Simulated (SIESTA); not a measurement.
Crystal: Sr2AlBiO6.

```
CELL_PARAMETERS angstrom
0.00000 4.03181 4.03181
4.03181 0.00000 4.03181
4.03181 4.03181 0.00000
ATOMIC_POSITIONS crystal
Bi 0.50000 0.50000 0.50000
Sr 0.75000 0.75000 0.75000
Sr 0.25000 0.25000 0.25000
Al 0.00000 0.00000 0.00000
O 0.76135 0.76135 0.23865
O 0.23865 0.23865 0.76135
O 0.76135 0.23865 0.76135
O 0.23865 0.76135 0.23865
O 0.23865 0.76135 0.76135
O 0.76135 0.23865 0.23865
```

The cell comes from a database or a generator and needn't be the stable form of this composition.

Base run:

| Item | Value |
| --- | --- |
| Program | SIESTA 5.4.2 |
| Functional | PBEsol |
| Potentials or basis | PseudoDojo 0.4 standard (PBEsol files) |
| Basis | DZP (energy shift 0.003 Ry; two zetas on semicore shells; d shell added on Sr) |
| Grid cutoff | 800 Ry |
| Energy shift | 0.003 Ry |
| k mesh | 6 × 6 × 6 |
| Occupations | fermi-dirac, width 0.05 eV |
| Spin | no spin polarisation |

Its results: band gap on the k mesh none (metal or under the smearing width); pressure -2.7 GPa; largest force 0.176 eV/Å.

The run is repeated on the same cell with these changes: functional from PBEsol to PBE; potentials or basis from PseudoDojo 0.4 standard (PBEsol files) to PseudoDojo 0.4 standard (PBE files). What comes out?

Band gap on the k mesh none (metal or under the smearing width); pressure 2.1 GPa; largest force 0.260 eV/Å.

Caveats: spin-orbit coupling is left out, which moves the levels of the heavy elements; the basis of atomic orbitals isn't converged, which shifts pressures, moduli and gaps.
